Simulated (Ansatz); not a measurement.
Run this with Ansatz's Python interface and show what comes out.

The script reads `ch5nssi.xyz`:
```text
9

N    -0.20190    1.37730   -0.62830
C    -0.02530    0.06690   -0.71030
Si    0.12640   -0.98230    0.83170
S     0.17720   -0.66890   -2.19560
H    -0.33970    1.94680   -1.51720
H    -0.33490    1.94400    0.23340
H     1.52520   -1.62380    0.94510
H    -0.85530   -2.01390    0.93810
H     0.01690   -0.09250    2.08600
```

`energy_ch5nssi.py`
```python
# -*- coding: utf-8 -*-
from pathlib import Path

import ansatz as az
import numpy as np

system = az.Crystal.molecule_from_extxyz("ch5nssi.xyz")

calc = system.calculation()
calc = calc.basis(gaussian="def2-SVP")
calc = calc.functional("R2SCAN0")
calc = calc.forces()
calc = calc.orbitals()
print(calc.to_yaml())
done = calc.run(threads=1, runs_dir="out")
rep = done.report

print(f"E = {rep['free_energy_ev']:.6f} eV = {rep['free_energy_ev'] / 27.211386246:.7f} Ha")
print("converged:", rep["converged"], " doubts:", rep["published_state_doubts"] or "none")

field = rep["mean_field"]
print("<S^2> =", round(abs(field["state"]["spin_squared"]), 4), " all-electron relativity setting:", field["relativity"])
print("passes:", field["passes"])
if "symmetry" in field:
    print("occupied orbitals by irrep:", field["symmetry"]["occupied"])

symbols = [site.symbol for site in system.cartesian_sites]
print("forces (eV/A)")
for symbol, f in zip(symbols, rep["forces_ev_ang"]):
    print(f"  {symbol:2s} {f[0]:9.4f} {f[1]:9.4f} {f[2]:9.4f}")

charges = rep["charge_distribution"]
dipole = np.array(charges["dipole_moment_e_ang"]) * 4.803205
print("dipole (D): {:.3f} {:.3f} {:.3f}, length {:.3f}".format(*dipole, np.linalg.norm(dipole)))
print("atom  Mulliken   Lowdin")
for symbol, m, l in zip(symbols, charges["mulliken_charges_e"], charges["lowdin_charges_e"]):
    print(f"{symbol:4s} {m:9.3f} {l:8.3f}")

lines = Path(rep["orbitals_path"]).read_text().splitlines()
field_of = lambda key: [line.split("=")[1].strip() for line in lines if line.startswith(key)]
orbitals = [(27.211386 * float(e), s, float(n)) for e, s, n in zip(field_of("Ene="), field_of("Spin="), field_of("Occup="))]
homo = max(e for e, _, n in orbitals if n > 0.5)
lumo = min(e for e, _, n in orbitals if n < 0.5)
for e, spin, n in sorted(orbitals):
    if homo - 15 < e < lumo + 5:
        print(f"{spin:6s} {e:10.3f} eV  occupation {n:.0f}")
```

`python energy_ch5nssi.py` gives:
```text
crystal:
  periodic: [false, false, false]
  atoms:
    - { symbol: "N", position_ang: [-0.2019, 1.3773, -0.6283] }
    - { symbol: C, position_ang: [-0.0253, 0.0669, -0.7103] }
    - { symbol: Si, position_ang: [0.1264, -0.9823, 0.8317] }
    - { symbol: S, position_ang: [0.1772, -0.6689, -2.1956] }
    - { symbol: H, position_ang: [-0.3397, 1.9468, -1.5172] }
    - { symbol: H, position_ang: [-0.3349, 1.944, 0.2334] }
    - { symbol: H, position_ang: [1.5252, -1.6238, 0.9451] }
    - { symbol: H, position_ang: [-0.8553, -2.0139, 0.9381] }
    - { symbol: H, position_ang: [0.0169, -0.0925, 2.086] }
basis:
  gaussian:
    orbitals: def2-SVP
hamiltonian:
  xc: r2scan0
output:
  orbitals: {}
  forces: true

E = -21309.673737 eV = -783.1160656 Ha
converged: True  doubts: none
<S^2> = 0.0  all-electron relativity setting: none
passes: {'evaluations': 15, 'products': 12}
occupied orbitals by irrep: [{'A': 24}, {'A': 24}]
forces (eV/A)
  N    -0.8114    2.8235   -0.4871
  C     0.3285   -0.1683   -1.2721
  Si    1.8531    0.5023    1.3972
  S    -0.1931   -0.0558    0.7250
  H     0.4331   -1.3264    1.4836
  H     0.1991   -1.1554   -0.7469
  H    -0.8613    0.4400   -0.2977
  H    -0.8776   -0.7308   -0.1520
  H    -0.0705   -0.3291   -0.6499
dipole (D): -0.922 3.160 2.240, length 3.982
atom  Mulliken   Lowdin
N       -0.142    0.167
C       -0.239   -0.379
Si       0.483    0.335
S       -0.226    0.021
H        0.175    0.047
H        0.172    0.042
H       -0.052   -0.065
H       -0.056   -0.072
H       -0.114   -0.096
Alpha     -17.634 eV  occupation 2
Alpha     -16.359 eV  occupation 2
Alpha     -14.859 eV  occupation 2
Alpha     -12.336 eV  occupation 2
Alpha     -11.618 eV  occupation 2
Alpha     -10.291 eV  occupation 2
Alpha      -9.877 eV  occupation 2
Alpha      -9.774 eV  occupation 2
Alpha      -6.970 eV  occupation 2
Alpha      -6.240 eV  occupation 2
Alpha      -1.384 eV  occupation 0
Alpha       1.102 eV  occupation 0
Alpha       1.528 eV  occupation 0
Alpha       1.983 eV  occupation 0
Alpha       2.629 eV  occupation 0
Alpha       2.704 eV  occupation 0
Alpha       3.185 eV  occupation 0
```

Reading the output:
- Total energies depend on the basis set; only differences at equal settings carry meaning.
- The geometry is a force-field or estimated start, not a minimum of this method, and the basis set is short of its limit.
- The Löwdin charges here are taken after orthogonalising the functions within each atom; they differ from plain Löwdin charges, and their signs can be unphysical.
- Alpha marks a spatial orbital of a restricted run, filled by both spins.
- Levels such as HOMO and LUMO are orbital energies: with these approximate functionals they aren't the ionisation energy and electron affinity, and their gap isn't the fundamental gap.
- It ran for 6.6 s on 1 thread of Arm Neoverse V1, with other jobs on the host, peak memory 0.25 GiB.
